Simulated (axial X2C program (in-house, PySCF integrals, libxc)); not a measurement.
# A two-component session on TaF⁻: properties at the nuclei

Wanted for TaF⁻: properties at the nuclei, at the two-component level.

Program: an in-house X2C program for linear molecules on PySCF integrals. Level of theory: two-component X2C with atomic mean-field terms, Ta dyall-acv3z, F dyall-av3z. These are calculated values, not measurements.

## Step 1: Set-up

task.json

```json
{"zs": [73, 9], "q": -1, "bas": ["dyall-acv3z", "dyall-av3z"], "r0": 2.1, "levels": ["PBE0", "HF", "r2SCAN", "BP86", "PBE50"], "nst": 3}
```

Keys: zs atomic numbers; q charge; bas basis sets; r0 starting distance in Å; levels methods (HF also brings MP2); nst determinants followed.

The run is started by

```
$ python soeom.py task.json out
```

The runs that follow: Expectation values, lowest determinant; Expectation values, a higher determinant; Expectation values, a higher determinant.

Before running it: what results should come out? Wanted: lowest determinant; Eeff magnitude; Ws magnitude Ta; A∥/gI Ta; qzz Ta; higher determinant (for each run or level that gives them).

The runs gave:

| quantity | value |
| --- | --- |
| lowest determinant | Ω = 1/2 (excess of +ω over −ω: ω = -1/2, ω = -3/2, ω = 5/2) |
| Eeff magnitude (GV/cm), PBE0 | 7.46 |
| Ws magnitude Ta (kHz), PBE0 | 12.8 |
| A∥/gI Ta (MHz), PBE0 | -316 |
| qzz Ta (a.u.), PBE0 | -0.08 |
| higher determinant | Ω = 1/2 (excess of +ω over −ω: ω = 1/2) |
| Eeff magnitude (GV/cm), PBE0, higher determinant | 5.78 |
| Ws magnitude Ta (kHz), PBE0, higher determinant | 18.3 |
| A∥/gI Ta (MHz), PBE0, higher determinant | 1860 |
| qzz Ta (a.u.), PBE0, higher determinant | -3.62 |
| higher determinant | Ω = 5/2 (excess of +ω over −ω: ω = 5/2) |
| Eeff magnitude (GV/cm), PBE0, higher determinant | 9.32 |
| Ws magnitude Ta (kHz), PBE0, higher determinant | 2.84 |
| A∥/gI Ta (MHz), PBE0, higher determinant | 371 |
| qzz Ta (a.u.), PBE0, higher determinant | 0.37 |

**Reading.** In the first state, the effective field runs from 1.14 to 9.18 GV/cm over the mean-field levels, so the levels don't agree on it. The expectation values come from single determinants, which for open shells can mix terms of unlike spin or miss the lowest Ω, so a determinant need not be a state. Eeff is the effective electric field on the electron dipole moment in this Ω state and Ws the scalar–pseudoscalar constant (defined with the proton number Z and per Ω); A∥ is the parallel hyperfine constant, which follows by multiplying with the nuclear g factor gI = μI/(I μN); qzz is the electric field gradient, eQq0 = 234.96 MHz × Q/barn × qzz. The operators were transformed with the bare-nucleus X2C matrices.
